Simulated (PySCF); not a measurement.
# BiH6N3 (Bi(NH2)3): the cost of one run

Computed with PySCF 2.14.0. Level: B3LYP, Bi def2-SVP with ECP60, N def2-SVP, H def2-SVP; scalar-relativistic core potentials, no spin–orbit coupling.

2 further runs of the same task are left out: 2 for a known fault of the program.

**1. The starting structure**

10 atoms, charge 0, spin multiplicity 1.

Bond lengths: Bi1–N2 2.140 Å, Bi1–N5 2.140 Å, Bi1–N8 2.140 Å, N2–H3 1.014 Å, N2–H4 1.014 Å, N5–H6 1.014 Å, N5–H7 1.014 Å, N8–H9 1.014 Å, N8–H10 1.014 Å. Angles: N2–Bi1–N5 96.9°, N2–Bi1–N8 96.9°, N5–Bi1–N8 96.9°, Bi1–N2–H3 125.5°, Bi1–N2–H4 121.0°, H3–N2–H4 113.5°, Bi1–N5–H6 125.5°, Bi1–N5–H7 121.0°, H6–N5–H7 113.5°, Bi1–N8–H9 125.5°, Bi1–N8–H10 121.0°, H9–N8–H10 113.5°.

As a file:

```mol
BiH6N3
  3D, bonds by distance, orders not assigned

 10  9  0  0  0  0  0  0  0  0999 V2000
   -0.0000   -0.0000   -1.1529 Bi  0  0
    1.8503    0.0000   -0.0770 N   0  0
    1.9450    0.0000    0.9328 H   0  0
    2.7388    0.0000   -0.5661 H   0  0
   -0.9252    1.6024   -0.0770 N   0  0
   -0.9725    1.6844    0.9328 H   0  0
   -1.3694    2.3719   -0.5661 H   0  0
   -0.9251   -1.6024   -0.0770 N   0  0
   -0.9725   -1.6844    0.9328 H   0  0
   -1.3694   -2.3719   -0.5661 H   0  0
  1  2  8  0
  1  5  8  0
  1  8  8  0
  2  3  8  0
  2  4  8  0
  5  6  8  0
  5  7  8  0
  8  9  8  0
  8 10  8  0
M  END
```

Formal oxidation states: Bi +3. An earlier session relaxed this geometry at B3LYP, Bi def2-SVP with ECP60, N def2-SVP, H def2-SVP (singlet, point group C3v).

Its energy there is -382.407743 Eh.

**2. Atoms moved at random, σ = 0.1 Å**

Contents of run.py (the lines that set the calculation):

```python
mol = gto.M(atom='''
Bi     0.00310    -0.00248    -0.99590
N      1.89572    -0.01805    -0.11547
H      1.97942    -0.08393     0.81012
H      2.69505     0.11365    -0.46043
N     -0.88578     1.69865     0.02528
H     -1.00718     1.70082     0.90524
H     -1.36497     2.34277    -0.64262
N     -1.12620    -1.69466    -0.08482
H     -0.81298    -1.70915     1.00235
H     -1.37617    -2.34762    -0.72749''',
    basis={'Bi': 'def2-SVP', 'N': 'def2-SVP', 'H': 'def2-SVP'},
    ecp={'Bi': 'def2-SVP'},
    charge=0, spin=0)
mf = dft.RKS(mol, xc='B3LYP')
mf.grids.atom_grid = (50, 194)
mf = mf.density_fit()  # fitting sets: Bi def2-universal-JKFIT, N def2-universal-JKFIT, H def2-universal-JKFIT
mf.conv_tol = 1e-08; mf.max_cycle = 55
mf.kernel(dm0)  # dm0: the density of the relaxed state
```

Run with:

```sh
OMP_NUM_THREADS=2 python run.py
```

**Question.** How long does this run take on 2 threads of Intel Xeon at 2.70GHz, shared host?

About 9.7 s.
